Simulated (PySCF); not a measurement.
# C6H10ClNSi2: the cost of one run

Computed with PySCF 2.14.0 and routines of our own; the level stands in each step. Atoms count from 0.

## 1. The starting structure

20 atoms, charge 0, multiplicity 1; geometry from: GFN2-xTB.

## 2. Vibronic structure: TDDFT B3LYP/def2-SV(P)

What the job is given:

```
{"job": {"kind": "vib", "xc": "B3LYP", "basis": "def2-SV(P)", "tda": false}, "charge": 0, "multiplicity": 1}
Cl     3.988306     2.067611    -0.511507
C      2.515278     1.064186    -0.597972
Si     2.571993    -0.290860     0.754044
Si     0.770259    -1.725560     0.538612
C     -0.762279    -0.678131     0.151748
C     -1.988612    -1.181916    -0.268403
C     -3.036418    -0.308928    -0.505869
C     -2.827460     1.048079    -0.315116
C     -1.572252     1.461232     0.105413
N     -0.573206     0.628440     0.330345
H      2.481331     0.656425    -1.606062
H      1.670071     1.734500    -0.468756
H      2.663060     0.408098     2.039898
H      3.851946    -0.990439     0.564449
H      0.853602    -2.748420    -0.517770
H      0.466879    -2.485972     1.760225
H     -2.108614    -2.246228    -0.403938
H     -3.998681    -0.676159    -0.834513
H     -3.615500     1.764853    -0.487169
H     -1.354853     2.509867     0.269305
```

Method: TDDFT B3LYP/def2-SV(P) vertical-gradient vibronic structure (displaced harmonic oscillators, Condon), gas phase.

Started as:

```console
> OMP_NUM_THREADS=1 python excited_run.py task.json out
```

This one command runs all jobs of the session in turn.

**Question.** How long does this first job take on 1 thread of Arm Neoverse V1, shared host, and how much memory does it need?

About 2.6 min, with a peak of 1.1 GiB.
